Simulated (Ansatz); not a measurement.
Below is the output of a Python script on the Python package of Ansatz (0.2.0) that makes a single point in a Gaussian basis of AlF2H4NSn, SMILES [NH2][SnH2][Al]([F])[F]. Write a script that gives it. Level of theory: PBE, def2-SVPD basis, multiplicity 1.

```xyz
9

N    -1.6729    0.7136    0.7858
Sn   -0.1708   -0.5964    0.7853
Al    1.3976   -0.0928   -1.2702
F     1.7828   -1.3453   -2.5146
F     2.2378    1.5030   -1.4151
H    -1.2903    1.7252    0.7982
H    -2.1631    0.6687   -0.1509
H    -0.7662   -2.2008    0.6404
H     0.7335   -0.4215    2.3239
```

`python energy_alf2h4nsn.py` gives:
```text
crystal:
  periodic: [false, false, false]
  atoms:
    - { symbol: "N", position_ang: [-1.6729, 0.7136, 0.7858] }
    - { symbol: Sn, position_ang: [-0.1708, -0.5964, 0.7853] }
    - { symbol: Al, position_ang: [1.3976, -0.0928, -1.2702] }
    - { symbol: F, position_ang: [1.7828, -1.3453, -2.5146] }
    - { symbol: F, position_ang: [2.2378, 1.503, -1.4151] }
    - { symbol: H, position_ang: [-1.2903, 1.7252, 0.7982] }
    - { symbol: H, position_ang: [-2.1631, 0.6687, -0.1509] }
    - { symbol: H, position_ang: [-0.7662, -2.2008, 0.6404] }
    - { symbol: H, position_ang: [0.7335, -0.4215, 2.3239] }
basis:
  gaussian:
    orbitals: def2-SVPD
hamiltonian:
  xc: pbe
output:
  orbitals: {}
  forces: true

reference energy    -19403.048094 eV
total energy        -19403.048094 eV
occupied orbitals outside the frozen core (up, down): [32, 32]  frozen: 0  virtual: [122, 122]
mean field: -713.0488656 Ha, <S^2> = 0.0000, stability: minimum
forces (eV/A)
  N    -1.1613    2.8069   -1.0802
  Sn    1.7631   -1.0895    0.7518
  Al    1.8442    0.3177   -1.6794
  F    -0.4758    1.5238    1.3913
  F    -1.0465   -1.8531    0.1036
  H    -0.6569   -1.6682    0.1198
  H     0.2942    0.0349    1.0117
  H    -0.1555   -0.0428    0.0339
  H    -0.4055   -0.0295   -0.6525
dipole moment 2.662 D
Mulliken: [('N', -0.224), ('Sn', 0.122), ('Al', 1.124), ('F', -0.592), ('F', -0.598), ('H', 0.059), ('H', 0.032), ('H', 0.054), ('H', 0.024)]
Alpha     -11.725 eV  occupation 2
Alpha     -11.122 eV  occupation 2
Alpha     -10.140 eV  occupation 2
Alpha      -9.501 eV  occupation 2
Alpha      -9.331 eV  occupation 2
Alpha      -9.191 eV  occupation 2
Alpha      -9.046 eV  occupation 2
Alpha      -8.891 eV  occupation 2
Alpha      -8.306 eV  occupation 2
Alpha      -8.045 eV  occupation 2
Alpha      -6.440 eV  occupation 2
Alpha      -2.906 eV  occupation 0
Alpha      -2.296 eV  occupation 0
Alpha      -1.467 eV  occupation 0
Alpha      -0.610 eV  occupation 0
Alpha      -0.555 eV  occupation 0
Alpha       0.208 eV  occupation 0
Alpha       0.409 eV  occupation 0
Alpha       0.966 eV  occupation 0
Alpha       1.053 eV  occupation 0
Alpha       1.437 eV  occupation 0
Alpha       1.896 eV  occupation 0
```

One script that gives this output:

`energy_alf2h4nsn.py`
```python
"""Single point of AlF2H4NSn."""

from pathlib import Path

import ansatz as az
import numpy as np

GEOMETRY = """
N    -1.67290    0.71360    0.78580
Sn   -0.17080   -0.59640    0.78530
Al    1.39760   -0.09280   -1.27020
F     1.78280   -1.34530   -2.51460
F     2.23780    1.50300   -1.41510
H    -1.29030    1.72520    0.79820
H    -2.16310    0.66870   -0.15090
H    -0.76620   -2.20080    0.64040
H     0.73350   -0.42150    2.32390
"""

molecule = az.Crystal.molecule()
for line in GEOMETRY.strip().splitlines():
    symbol, *xyz = line.split()
    molecule = molecule.atom(symbol, [float(v) for v in xyz])

base = (
    molecule.calculation()
    .basis(gaussian="def2-SVPD")  # the orbital basis, by name
    .functional("PBE")
    .forces()  # minus the gradient of the free energy
    .orbitals()
)
print(base.to_yaml())
result = base.run(threads=1, backend="cpu", runs_dir="runs")
summary = result.report

print("reference energy %16.6f eV" % summary["reference_energy_ev"])
print("total energy     %16.6f eV" % summary["free_energy_ev"])
print("occupied orbitals outside the frozen core (up, down):", summary["n_occupied"], " frozen:", summary["n_frozen"], " virtual:", summary["n_virtual"])

state = summary["mean_field"]["state"]
print(f"mean field: {state['energy']['hartree']:.7f} Ha, <S^2> = {abs(state['spin_squared']):.4f}, stability: {state.get('stability', {}).get('kind')}")

symbols = [site.symbol for site in molecule.cartesian_sites]
print("forces (eV/A)")
for symbol, f in zip(symbols, summary["forces_ev_ang"]):
    print(f"  {symbol:2s} {f[0]:9.4f} {f[1]:9.4f} {f[2]:9.4f}")

charges = summary["charge_distribution"]
print("dipole moment", round(4.803205 * float(np.linalg.norm(charges["dipole_moment_e_ang"])), 3), "D")
print("Mulliken:", [(s, round(q, 3)) for s, q in zip(symbols, charges["mulliken_charges_e"])])

lines = Path(summary["orbitals_path"]).read_text().splitlines()
field_of = lambda key: [line.split("=")[1].strip() for line in lines if line.startswith(key)]
orbitals = [(27.211386 * float(e), s, float(n)) for e, s, n in zip(field_of("Ene="), field_of("Spin="), field_of("Occup="))]
homo = max(e for e, _, n in orbitals if n > 0.5)
lumo = min(e for e, _, n in orbitals if n < 0.5)
for e, spin, n in sorted(orbitals):
    if homo - 6 < e < lumo + 5:
        print(f"{spin:6s} {e:10.3f} eV  occupation {n:.0f}")
```

Total energies depend on the basis set; only differences at equal settings carry meaning. The geometry is a force-field or estimated start, not a minimum of this method, and the basis set is short of its limit. def2 sets replace the cores of elements past krypton by effective core potentials. Alpha marks a spatial orbital of a restricted run, filled by both spins. Levels such as HOMO and LUMO are orbital energies: with these approximate functionals they aren't the ionisation energy and electron affinity, and their gap isn't the fundamental gap. Mulliken charges are unreliable in a basis with diffuse functions. It ran for 7.1 s on 1 thread of Arm Neoverse V1, with other jobs on the host, peak memory 0.26 GiB.
